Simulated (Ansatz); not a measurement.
# CH₇BN₂, SMILES CB(N)N: a comparison of dispersion corrections

Program: Ansatz's Python interface.

`ch7bn2.xyz`
```text
11

C    -0.71720    1.08570   -0.21990
B     0.07570   -0.18480    0.07860
N    -0.18860   -0.93860    1.36660
N     1.19330   -0.67180   -0.92200
H    -1.34020    0.97880   -1.18630
H    -1.46920    1.35240    0.60030
H    -0.05170    1.99560   -0.34750
H     0.54870   -1.72750    1.40200
H     0.11510   -0.28210    2.20300
H     1.11230   -0.04600   -1.72450
H     0.78710   -1.61870   -1.22970
```

`disp.py`
```python
"""Dispersion corrections for CH7BN2."""

import ansatz as az

molecule = az.Crystal.molecule_from_extxyz("ch7bn2.xyz")

model = molecule.calculation().basis(gaussian="def2-SVP")
for name in ["r2scan", "blyp"]:
    for correction in ("d3bj", "d4"):
        summary = model.functional(name, dispersion=correction).run().report
        print(f"{name:8s} {correction:5s} total {summary['free_energy_ev']:.5f} eV, of which dispersion {1000 * summary['dispersion']['energy']['ev']:.2f} meV")
```

`python disp.py` gives:
```text
DeckWarning: the engine holds no damping parameters fitted to this dispersion correction and functional, so the run takes those fitted to r2scan beside the three-body term, which d3bj leaves out (hamiltonian.dispersion, under Limitations)
r2scan   d3bj  total -4802.30960 eV, of which dispersion -49.41 meV
r2scan   d4    total -4802.30068 eV, of which dispersion -40.49 meV
blyp     d3bj  total -4803.25518 eV, of which dispersion -363.56 meV
blyp     d4    total -4803.25174 eV, of which dispersion -360.12 meV
```
(Warnings from the package without file and line.)

What to keep in mind:
- Total energies depend on the basis set; only differences at equal settings carry meaning.
- The geometry is a force-field or estimated start, not a minimum of this method, and the basis set is short of its limit. D4 holds the three-body term, and d3bj doesn't.
- A dispersion term here runs with damping parameters fitted for another variant or functional.
- Run time: 20 s on 1 thread of Arm Neoverse N1 (shared host), peak memory 0.19 GiB.
